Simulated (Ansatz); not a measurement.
## MnPt2 in Ansatz: the effect of functional

The system is MnPt2.

```
CELL_PARAMETERS angstrom
2.80005 0.00000 0.00000
-1.40003 2.42492 0.00000
0.00000 0.00000 6.39915
ATOMIC_POSITIONS crystal
Pt 0.66667 0.33333 0.31621
Pt 0.33333 0.66667 0.68379
Mn 0.00000 0.00000 0.00000
```

The cell comes from a database or a generator and needn't be the stable form of this composition.

The cell isn't the ideal one: volume scaled by 0.94.

Alike in all runs:

| Quantity | Value |
| --- | --- |
| Program | Ansatz 0.2.0 |
| Task | single point |
| Potentials or basis | Ansatz PAW |
| k mesh | 11 × 11 × 4 |
| Occupations | fermi-dirac, width 0.05 eV |
| Spin | collinear spin, ferromagnetic start |
| Starting moments | [0.0, 0.0, 4.0] μB |

Task: One run gave: pressure 1.7 GPa; moment 4.14 μB; largest force 0.14 eV/Å. Which functional did it use?
A. PBEsol
B. LDA
C. r2SCAN

Result: A.

```tsv
functional	cutoff	pressure (GPa)	moment (μB)	largest force (eV/Å)
LDA	420 eV (not typed: the program's choice for these potentials)	-5.9	3.89	0.02
PBEsol	420 eV (not typed: the program's choice for these potentials)	1.7	4.14	0.14
r2SCAN	500 eV (not typed: the program's choice for these potentials)	11.6	4.78	0.19
```

Caveats: the PAW data sets come from PBE, with cores solved anew for the run's functional, which leaves a small shift of forces and pressure; the magnetic or orbital state may not be the lowest (some runs).

Runs at the PBE level aren't shown here.
